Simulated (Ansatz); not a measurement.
**HfN: further runs on the relaxed cell**

The task here is to estimate one member of a computed series from the others.

Method: DFT PBE, scalar-relativistic, plane waves, PAW, in Ansatz 0.2.0.

### Starting point

Symmetry: Fm-3m, No. 225, cubic system. Conventional cell: a = 4.548 Å, b = 4.548 Å, c = 4.548 Å, α = 90.00°, β = 90.00°, γ = 90.00°. Hf (site symmetry m-3m) is surrounded by 6 N at 2.27 Å. Around N (site symmetry m-3m) lie 6 Hf at 2.27 Å.

Structure file:

```xyz
2
Lattice="0.0000 2.2739 2.2739 2.2739 0.0000 2.2739 2.2739 2.2739 0.0000" Properties=species:S:1:pos:R:3 pbc="T T T"
Hf    0.0000    0.0000    0.0000
N     2.2739    2.2739    2.2739
```

It is the result of an earlier relaxation at this level (volume 11.76 Å³/atom; gap on the mesh: none (metal)).

The first run:

File input.yaml:

```yaml
crystal:
  lattice:
    - [0.0, 2.2738954841, 2.2738954841]
    - [2.2738954841, 0.0, 2.2738954841]
    - [2.2738954841, 2.2738954841, 0.0]
  atoms:
    - { symbol: Hf, position: [0.0, 0.0, 0.0] }
    - { symbol: "N", position: [0.5, 0.5, 0.5] }
basis:
  ecutwfc: 420
kpoints:
  mp_grid: { grid: [16, 16, 16] }
  band_path:
    path:
      - [[0.0, 0.0, 0.0], [0.5, 0.0, 0.5], [0.625, 0.25, 0.625]]
      - [[0.375, 0.375, 0.75], [0.0, 0.0, 0.0], [0.5, 0.5, 0.5], [0.5, 0.25, 0.75], [0.5, 0.0, 0.5]]
    npoints: 14
hamiltonian:
  xc: pbe
scf:
  occupations: { method: gaussian, width: 0.1 }
  n_extra_bands: 6
output:
  forces: true
  stress: true
  eigenvalues: true
  populations: true
  dos: { projected: true, de: 0.02, nscf_kmesh: { grid: [24, 24, 24] } }
  bader: true
  write_density: true
  write_potential: true
  elf: true
  volumetric_format: npy
```

Command:

```console
$ ansatz run input.yaml --threads 1 --pin off --max-ram 2560MiB --backend cpu --events-out ev --progress --plain --runs-dir out
```

Steps of the session up to this table: Bands, states and charges; The cell as listed, for comparison; Volume × 0.97; Volume × 1.03; The cell scaled to 0.94 of its volume; Point at V/V0 = 1.06; The cell scaled to 0.91 of its volume; Point at V/V0 = 1.10; Point at V/V0 = 0.88.

One table of the session follows, with a row left open; its other results are not shown here.

It belongs to the step «Equation of state». 

| volume (Å³/atom) | energy above the lowest point (meV/atom) | pressure (GPa) |
| --- | --- | --- |
| 10.347 | 173.9 | 44.18 |
| 10.699 | 92.3 | 30.36 |
| 11.052 | ? | ? |
| 11.405 | 9.2 | 8.56 |
| 11.757 | 0.0 | 0.00 |
| 12.110 | 8.2 | -7.31 |
| 12.463 | 31.4 | -13.55 |
| 12.933 | 81.7 | -20.46 |

Estimate the missing values for volume (Å³/atom) = 11.052.

Worked estimate for «energy above the lowest point (meV/atom)». A straight line through the neighbours (10.699, 92.3) and (11.405, 9.2) gives 92.3 + (9.2 − 92.3) × (11.052 − 10.699) / (11.405 − 10.699) = 50.8; a parabola fitted to 4 rows on both sides gives 38.6.

**Answer.** energy above the lowest point (meV/atom): 38.7; pressure (GPa): 18.59. In «energy above the lowest point (meV/atom)» the line misses by +12.1 and the parabola by -0.1.

Limits of these values: The final runs have no spin polarisation, so no magnetic state was tried and one may lie lower.
